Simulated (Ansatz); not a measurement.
Working through energies of removing a hydrogen of CH₃FO₂Si, SMILES O[SiH]1OC1F

Program: the Python package of Ansatz (0.2.0).

The cells in order, each with its output:

In [1]:
```python
import ansatz as az
```

In [2]:
```python
BASIS_SET = 'STO-3G'
XC = 'CAM-B3LYP'
```

In [3]:
```python
def total_energy(molecule, charge=0, unpaired=0):
    calc = molecule.calculation().basis(gaussian=BASIS_SET).functional(XC)
    if charge:
        calc = calc.charge(charge)
    if unpaired:
        calc = calc.spin('collinear', total=unpaired)
    report = calc.run().report
    if report['published_state_doubts']:
        print('  doubts:', report['published_state_doubts'])
    return report['free_energy_ev']
```

In [4]:
```python
def without(molecule, index):
    rest = az.Crystal.molecule()
    for i, site in enumerate(molecule.cartesian_sites):
        if i != index:
            rest = rest.atom(site.symbol, site.position_ang)
    return rest
```

In [5]:
```python
geometry_ang = [
    ('O', (-0.4183, 1.4157, 1.1398)),
    ('Si', (0.5497, 0.5286, 0.2242)),
    ('O', (0.1349, -1.0545, 0.477)),
    ('C', (-0.032, -0.7556, -0.8745)),
    ('F', (-1.4345, -0.7403, -1.2672)),
    ('H', (-1.2814, 1.021, 1.3946)),
    ('H', (2.0258, 0.7052, 0.5036)),
    ('H', (0.5479, -1.1772, -1.6535)),
]
mol = az.Crystal.molecule()
for symbol, xyz in geometry_ang:
    mol = mol.atom(symbol, xyz)
```

In [6]:
```python
whole = total_energy(mol, 0)
hydrogen = total_energy(az.Crystal.molecule().atom('H', (0, 0, 0)), 0, 1)
print(f'E(molecule) = {whole:.5f} eV, E(H) = {hydrogen:.5f} eV')
for index in [5, 6, 7]:
    radical = total_energy(without(mol, index), 0, 1)
    print(f'H{index}: homolysis {(radical + hydrogen - whole):.3f} eV')
    anion = total_energy(without(mol, index), -1)
    print(f'H{index}: loss of a proton {(anion - whole):.3f} eV')
```
```text
E(molecule) = -15567.81271 eV, E(H) = -12.58794 eV
H5: homolysis 5.019 eV
H5: loss of a proton 20.614 eV
H6: homolysis 4.609 eV
H6: loss of a proton 20.196 eV
H7: homolysis 4.973 eV
H7: loss of a proton 21.795 eV
```

Notes:
- These settings explore the input space; basis and method may be short of convergence.
- The geometry is a force-field or estimated start, not a minimum of this method, and the basis set is short of its limit. All parts are taken at fixed geometry, without zero-point energy.
- Anions want diffuse functions, which this basis lacks.
- Hardware and time: 12 s on 1 thread of Arm Neoverse V1, with other jobs on the host, peak memory 0.18 GiB.

(Lines on the test bed's own set-up are left out of the output.)
